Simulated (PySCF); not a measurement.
# GeH3O2F (SMILES [OH][GeH]([OH])[F]) at 6 levels

Wanted: a comparison of 6 runs (HF/STO-3G, HF/3-21G, CAM-B3LYP/6-31G, B3LYP/6-31G*, PBE0/def2-SVP, PBE/cc-pVTZ) of GeH3O2F. The job is set up through a Python script.

The results are computed with PySCF 2.14.0.

1 further run of the same task is left out (set aside as unsound or not needed).

## 1. The structure to begin with

The species is GeH3O2F (7 atoms), meant as a singlet with charge 0. SMILES: `[OH][GeH]([OH])[F]`. The coordinates come from a PBE0-D4/def2-TZVP relaxation. This is one conformer, not always the lowest.

Bond lengths: O1–Ge2 1.758 Å, Ge2–O3 1.748 Å, Ge2–F4 1.736 Å, O1–H5 0.961 Å, Ge2–H6 1.522 Å, O3–H7 0.961 Å. Angles: O1–Ge2–O3 108.4°, O1–Ge2–F4 104.7°, O3–Ge2–F4 110.1°, O1–Ge2–H6 116.0°, O3–Ge2–H6 108.9°, F4–Ge2–H6 108.5°, Ge2–O1–H5 112.4°, Ge2–O3–H7 112.8°.

## 2. Energy and forces at HF/STO-3G (run 1)

Input file job.py:

```python
# [OH][GeH]([OH])[F]
import pyscf.grad
from pyscf import gto, scf

mol = gto.Mole()
mol.atom = [
    ('O', (-0.352900, 1.140300, -0.859300)),
    ('Ge', (-0.107500, -0.026800, 0.432400)),
    ('O', (1.518200, -0.656000, 0.307600)),
    ('F', (-1.260300, -1.284500, 0.113200)),
    ('H', (-1.209200, 1.041800, -1.283900)),
    ('H', (-0.331400, 0.485800, 1.847500)),
    ('H', (1.804400, -0.768700, -0.603100)),
]
mol.spin = 0
mol.basis = 'sto-3g'
mol.max_memory = 1860
mol.verbose = 4
mol.build()

mf = scf.RHF(mol)
mf.conv_tol = 1e-10
mf.kernel()
if not mf.converged:
    mf = mf.newton().run(mf.mo_coeff, mf.mo_occ)

e_final = mf.e_tot
print('E(%s) = %.9f' % ('HF', e_final))
grad = mf.Gradients().kernel()
dip = mf.dip_moment()
pop, q = mf.mulliken_pop()
```

The run is started by

```
OMP_NUM_THREADS=1 python job.py
```

The program printed:

```text
PySCF version 2.14.0

[... 61 lines left out ...]
converged SCF energy = -2299.24989696929
[... 14 lines left out ...]
Dipole moment(X, Y, Z, Debye): -0.82156,  0.34559, -0.42147
[... 5 lines left out ...]
pop of  0 O 2pz           1.53989
pop of  1 Ge 1s           1.99998
pop of  1 Ge 2s           1.99876
pop of  1 Ge 3s           1.99720
pop of  1 Ge 4s           1.06721
pop of  1 Ge 2px          1.99955
pop of  1 Ge 2py          1.99956
pop of  1 Ge 2pz          1.99956
pop of  1 Ge 3px          1.97987
pop of  1 Ge 3py          1.97984
pop of  1 Ge 3pz          1.98057
pop of  1 Ge 4px          0.60520
pop of  1 Ge 4py          0.61404
pop of  1 Ge 4pz          0.75479
pop of  1 Ge 3dxy         1.98841
pop of  1 Ge 3dyz         1.98562
pop of  1 Ge 3dz^2        1.98542
pop of  1 Ge 3dxz         1.99764
pop of  1 Ge 3dx2-y2      1.99242
pop of  2 O 1s            1.99778
pop of  2 O 2s            1.83824
pop of  2 O 2px           1.45497
pop of  2 O 2py           1.86231
pop of  2 O 2pz           1.32122
pop of  3 F 1s            1.99928
pop of  3 F 2s            1.96165
pop of  3 F 2px           1.72828
pop of  3 F 2py           1.69851
pop of  3 F 2pz           1.93995
pop of  4 H 1s            0.82879
pop of  5 H 1s            1.13650
pop of  6 H 1s            0.82591
 ** Mulliken atomic charges  **
charge of    0O =     -0.48097
charge of    1Ge =      1.07436
charge of    2O =     -0.47452
charge of    3F =     -0.32767
charge of    4H =      0.17121
charge of    5H =     -0.13650
charge of    6H =      0.17409
```

It took 2.2 s on 1 thread of Intel Xeon at 2.70GHz, shared host; peak memory 0.12 GiB.

## 3. Energy and forces at HF/3-21G (run 2)

Input file run.py:

```python
from pyscf import gto

mol = gto.Mole()
mol.atom = [
    ('O', (-0.352900, 1.140300, -0.859300)),
    ('Ge', (-0.107500, -0.026800, 0.432400)),
    ('O', (1.518200, -0.656000, 0.307600)),
    ('F', (-1.260300, -1.284500, 0.113200)),
    ('H', (-1.209200, 1.041800, -1.283900)),
    ('H', (-0.331400, 0.485800, 1.847500)),
    ('H', (1.804400, -0.768700, -0.603100)),
]
mol.verbose = 4
mol.basis = '3-21g'
mol.max_memory = 1860
mol.charge = 0
mol.build()

mf = mol.RHF()
mf.conv_tol = 1e-10
mf.kernel()
if not mf.converged:
    mf = mf.newton().run(mf.mo_coeff, mf.mo_occ)

e_final = mf.e_tot
print(f'total energy: {e_final:.8f} hartree')
grad = mf.nuc_grad_method().kernel()
dip = mf.dip_moment()
pop, q = mf.mulliken_pop()
```

The run is started by

```
OMP_NUM_THREADS=1 python run.py
```

The program printed:

```text
PySCF version 2.14.0

[... 61 lines left out ...]
converged SCF energy = -2315.00843269699
total energy: -2315.00843270 hartree
[... 13 lines left out ...]
Dipole moment(X, Y, Z, Debye): -0.94246,  0.83296, -0.88540
[... 24 lines left out ...]
pop of  1 Ge 5px          0.07772
pop of  1 Ge 5py          0.10773
pop of  1 Ge 5pz          0.13121
pop of  1 Ge 3dxy         1.98979
pop of  1 Ge 3dyz         1.98924
pop of  1 Ge 3dz^2        1.99197
pop of  1 Ge 3dxz         1.99698
pop of  1 Ge 3dx2-y2      1.99306
pop of  2 O 1s            1.98522
pop of  2 O 2s            0.41071
pop of  2 O 3s            1.48888
pop of  2 O 2px           0.66812
pop of  2 O 2py           0.79221
pop of  2 O 2pz           0.63321
pop of  2 O 3px           0.93972
pop of  2 O 3py           1.07601
pop of  2 O 3pz           0.85386
pop of  3 F 1s            1.98451
pop of  3 F 2s            0.43934
pop of  3 F 3s            1.54222
pop of  3 F 2px           0.80123
pop of  3 F 2py           0.79361
pop of  3 F 2pz           0.85978
pop of  3 F 3px           1.02647
pop of  3 F 3py           1.01994
pop of  3 F 3pz           1.06575
pop of  4 H 1s            0.41857
pop of  4 H 2s            0.17488
pop of  5 H 1s            0.41664
pop of  5 H 2s            0.82427
pop of  6 H 1s            0.41909
pop of  6 H 2s            0.17015
 ** Mulliken atomic charges  **
charge of    0O =     -0.85578
charge of    1Ge =      1.66016
charge of    2O =     -0.84792
charge of    3F =     -0.53286
charge of    4H =      0.40654
charge of    5H =     -0.24091
charge of    6H =      0.41076
```

It took 2.1 s on 1 thread of Intel Xeon at 2.70GHz, shared host; peak memory 0.13 GiB.

Run 3 isn't shown in full; the table further down has it.

## 4. Energy and gradient at B3LYP/6-31G(d) (spherical functions) (run 4)

Input file calc.py:

```python
from pyscf import gto, dft

mol = gto.M(
    atom='''
O   -0.352900   1.140300  -0.859300
Ge  -0.107500  -0.026800   0.432400
O    1.518200  -0.656000   0.307600
F   -1.260300  -1.284500   0.113200
H   -1.209200   1.041800  -1.283900
H   -0.331400   0.485800   1.847500
H    1.804400  -0.768700  -0.603100
''',
    verbose=3,
    max_memory=1860,
    spin=0,
    basis='6-31g*',
)

calc0 = dft.RKS(mol)
calc0.xc = 'b3lyp'
calc0.grids.level = 5
calc0.conv_tol = 1e-10
calc0.kernel()
if not calc0.converged:
    calc0 = calc0.newton().run(calc0.mo_coeff, calc0.mo_occ)

energy = calc0.e_tot
print('E(%s) = %.9f' % ('B3LYP', energy))
grad = calc0.nuc_grad_method().kernel()
calc0.analyze()
```

The run is started by

```
OMP_NUM_THREADS=1 python calc.py
```

The program printed:

```text
converged SCF energy = -2328.91466712012
E(B3LYP) = -2328.914667120
--------------- RKS gradients ---------------
         x                y                z
0 O    -0.0075167837    -0.0102494901     0.0048704624
1 Ge     0.0051264225     0.0014116314    -0.0040613077
2 O    -0.0095155298     0.0030801210    -0.0096904143
3 F     0.0050304420     0.0048875086     0.0012438808
4 H     0.0083005952     0.0021760558     0.0031607359
5 H    -0.0001619557    -0.0017122359    -0.0044322884
6 H    -0.0012544533     0.0003975772     0.0088934782
----------------------------------------------
**** MO energy ****
MO #1   energy= -398.782583177577  occ= 2
MO #2   energy= -49.8550875602973  occ= 2
MO #3   energy= -44.3795066732728  occ= 2
MO #4   energy= -44.3788526561665  occ= 2
MO #5   energy= -44.3785234754994  occ= 2
MO #6   energy= -24.6658511997495  occ= 2
MO #7   energy= -19.1581692241268  occ= 2
MO #8   energy= -19.1579464841825  occ= 2
MO #9   energy= -6.29334454904448  occ= 2
MO #10  energy= -4.46572464878885  occ= 2
MO #11  energy= -4.46426928876411  occ= 2
MO #12  energy= -4.46240923923773  occ= 2
MO #13  energy= -1.2819505646832   occ= 2
MO #14  energy= -1.27511534151449  occ= 2
MO #15  energy= -1.2689512730088   occ= 2
MO #16  energy= -1.26608736756059  occ= 2
MO #17  energy= -1.26585071571634  occ= 2
MO #18  energy= -1.13690925266843  occ= 2
MO #19  energy= -1.01048818058531  occ= 2
MO #20  energy= -0.991022070992546 occ= 2
MO #21  energy= -0.592796007268573 occ= 2
MO #22  energy= -0.510388997036556 occ= 2
MO #23  energy= -0.479023972241821 occ= 2
MO #24  energy= -0.432131956501296 occ= 2
MO #25  energy= -0.408276343000759 occ= 2
MO #26  energy= -0.387758860630595 occ= 2
MO #27  energy= -0.369185638053329 occ= 2
MO #28  energy= -0.352670228502481 occ= 2
MO #29  energy= -0.331298588151697 occ= 2
MO #30  energy= -0.322255165196894 occ= 2
MO #31  energy= 0.00338562434844025 occ= 0
MO #32  energy= 0.0345527078979213 occ= 0
MO #33  energy= 0.041658674072746  occ= 0
MO #34  energy= 0.0981654237037581 occ= 0
MO #35  energy= 0.122098472473079  occ= 0
MO #36  energy= 0.136615392163519  occ= 0
MO #37  energy= 0.164462262389874  occ= 0
MO #38  energy= 0.228057974372301  occ= 0
MO #39  energy= 0.24445176743204   occ= 0
MO #40  energy= 0.263684131486951  occ= 0
MO #41  energy= 0.48225683545064   occ= 0
MO #42  energy= 0.51899263477509   occ= 0
MO #43  energy= 0.58931142892699   occ= 0
MO #44  energy= 0.723512830629651  occ= 0
MO #45  energy= 0.743302069526576  occ= 0
MO #46  energy= 0.879048198583546  occ= 0
MO #47  energy= 0.91334455078846   occ= 0
MO #48  energy= 0.935755805295238  occ= 0
MO #49  energy= 0.970482101834317  occ= 0
MO #50  energy= 1.00056956377605   occ= 0
MO #51  energy= 1.03248878750666   occ= 0
MO #52  energy= 1.07654528960063   occ= 0
MO #53  energy= 1.14401931339651   occ= 0
MO #54  energy= 1.16049217379322   occ= 0
MO #55  energy= 1.27892123143563   occ= 0
MO #56  energy= 1.32049442361626   occ= 0
MO #57  energy= 1.34424235703508   occ= 0
MO #58  energy= 1.47894332993199   occ= 0
MO #59  energy= 1.50063501395997   occ= 0
MO #60  energy= 1.72441343392996   occ= 0
MO #61  energy= 1.73215210449021   occ= 0
MO #62  energy= 1.7428395640345    occ= 0
MO #63  energy= 1.78050103802548   occ= 0
MO #64  energy= 1.79822507293276   occ= 0
MO #65  energy= 1.81635537382424   occ= 0
MO #66  energy= 1.83706306783612   occ= 0
MO #67  energy= 1.86299774785236   occ= 0
MO #68  energy= 2.04128027181199   occ= 0
MO #69  energy= 2.05736896405426   occ= 0
MO #70  energy= 2.12595923456842   occ= 0
MO #71  energy= 2.29445161185069   occ= 0
MO #72  energy= 2.35948554378225   occ= 0
MO #73  energy= 2.4378421139784    occ= 0
MO #74  energy= 2.44313280555887   occ= 0
MO #75  energy= 2.52041623242151   occ= 0
MO #76  energy= 3.36013396462223   occ= 0
MO #77  energy= 3.38321849056552   occ= 0
MO #78  energy= 3.4530721256952    occ= 0
MO #79  energy= 3.50787218807917   occ= 0
MO #80  energy= 3.54303532305359   occ= 0
 ** Mulliken atomic charges  **
charge of    0O =     -0.68930
charge of    1Ge =      1.22588
charge of    2O =     -0.67249
charge of    3F =     -0.47238
charge of    4H =      0.33435
charge of    5H =     -0.05946
charge of    6H =      0.33340
Dipole moment(X, Y, Z, Debye): -0.57187,  0.75559, -0.74731
```

Wall time 32 s (1 thread of Intel Xeon at 2.70GHz, shared host); peak memory 0.78 GiB.

Run 5 isn't shown in full; the table further down has it.

## 5. Energy and gradient at PBE/cc-pVTZ (run 6)

Input file calc.py:

```python
from pyscf import gto, dft

mol = gto.M(
    atom='''
O       -0.352900       1.140300      -0.859300
Ge      -0.107500      -0.026800       0.432400
O        1.518200      -0.656000       0.307600
F       -1.260300      -1.284500       0.113200
H       -1.209200       1.041800      -1.283900
H       -0.331400       0.485800       1.847500
H        1.804400      -0.768700      -0.603100
''',
    basis='cc-pvtz',
    verbose=4,
    spin=0,
    max_memory=1860,
    charge=0,
)

ks = dft.RKS(mol, xc='pbe')
ks.conv_tol = 1e-10
ks.grids.level = 5
ks.kernel()
if not ks.converged:
    ks = ks.newton().run(ks.mo_coeff, ks.mo_occ)

etot = ks.e_tot
print('E(%s) = %.9f' % ('PBE', etot))
grad = ks.nuc_grad_method().kernel()
ks.analyze()
```

The run is started by

```
OMP_NUM_THREADS=1 python calc.py
```

The program printed:

```text
PySCF version 2.14.0

[... 103 lines left out ...]
Two-electron Coulomb Energy =         1346.795758748538901
[... 17 lines left out ...]
MO #15  energy= -1.1423984399312   occ= 2
[... 15 lines left out ...]
MO #31  energy= -0.0306589763547489 occ= 0
[... 15 lines left out ...]
MO #47  energy= 0.408325172221739  occ= 0
[... 15 lines left out ...]
MO #63  energy= 0.939554096368843  occ= 0
[... 15 lines left out ...]
MO #79  energy= 1.38754921378741   occ= 0
[... 15 lines left out ...]
MO #95  energy= 2.10726756139069   occ= 0
[... 15 lines left out ...]
MO #111 energy= 3.36733261674956   occ= 0
[... 15 lines left out ...]
MO #127 energy= 4.22577643346671   occ= 0
[... 15 lines left out ...]
MO #143 energy= 5.35398170862549   occ= 0
[... 15 lines left out ...]
MO #159 energy= 6.76231459776984   occ= 0
[... 15 lines left out ...]
MO #175 energy= 11.0632594568849   occ= 0
[... 146 lines left out ...]
pop of  4 H 3dz^2         0.00002
pop of  4 H 3dxz          0.00010
pop of  4 H 3dx2-y2       0.00006
pop of  5 H 1s            1.05233
pop of  5 H 2s            0.00494
pop of  5 H 3s            0.00121
pop of  5 H 2px           0.00035
pop of  5 H 2py           0.00081
pop of  5 H 2pz           0.00398
pop of  5 H 3px           0.00006
pop of  5 H 3py           0.00006
pop of  5 H 3pz           0.00005
pop of  5 H 3dxy          0.00002
pop of  5 H 3dyz          0.00014
pop of  5 H 3dz^2         0.00027
pop of  5 H 3dxz          0.00005
pop of  5 H 3dx2-y2       0.00002
pop of  6 H 1s            0.63470
pop of  6 H 2s            0.00696
pop of  6 H 3s            0.00625
pop of  6 H 2px           0.00202
pop of  6 H 2py           0.00277
pop of  6 H 2pz           0.00094
pop of  6 H 3px           0.00009
pop of  6 H 3py           0.00006
pop of  6 H 3pz           0.00048
pop of  6 H 3dxy          0.00003
pop of  6 H 3dyz          0.00002
pop of  6 H 3dz^2         0.00008
pop of  6 H 3dxz          0.00005
pop of  6 H 3dx2-y2       0.00004
 ** Mulliken atomic charges  **
charge of    0O =     -0.69991
charge of    1Ge =      1.23833
charge of    2O =     -0.68401
charge of    3F =     -0.48262
charge of    4H =      0.34699
charge of    5H =     -0.06429
charge of    6H =      0.34550
Dipole moment(X, Y, Z, Debye): -0.33845,  0.81041, -0.63829
```

Wall time 2.1 min (1 thread of Intel Xeon at 2.70GHz, shared host); peak memory 2.3 GiB.

## 6. Overview of the runs

```csv
run,level,integration grid,energy (Eh),dipole moment (D),HOMO energy (eV),LUMO energy (eV),wall time
1,HF/STO-3G,–,-2299.249897,0.99,-9.47,10.92,2.2 s
2,HF/3-21G,–,-2315.008433,1.54,-13.29,4.73,2.1 s
3,CAM-B3LYP/6-31G,5,-2328.796969,1.48,-10.78,0.88,38 s
4,B3LYP/6-31G* (spherical functions),5,-2328.914667,1.21,-8.77,0.09,32 s
5,PBE0/def2-SVP,5,-2328.207053,1.21,-9.18,0.48,28 s
6,PBE/cc-pVTZ,5,-2328.763818,1.09,-7.59,-0.83,2.1 min
```

## 7. Outcome

| quantity | value |
| --- | --- |
| run 6: total energy | -2328.76382 Eh |
| run 6: dipole moment | 1.09 D |
| run 6: HOMO energy | -7.59 eV |
| run 6: LUMO energy | -0.83 eV |
| run 6: HOMO–LUMO gap | 6.76 eV |
| run 6: largest force on an atom | 0.672 eV/Å |

What this shows: The dipole moment (its size) runs from 0.99 D (HF/STO-3G) to 1.54 D (HF/3-21G). The HOMO–LUMO gap runs from 6.76 eV (PBE/cc-pVTZ) to 20.39 eV (HF/STO-3G). The two ends differ in method and basis. Totals of different functionals can't be ranked against each other. In run 1 the basis is minimal, so the values are rough. All runs together took 3.8 min, the longest 2.1 min.
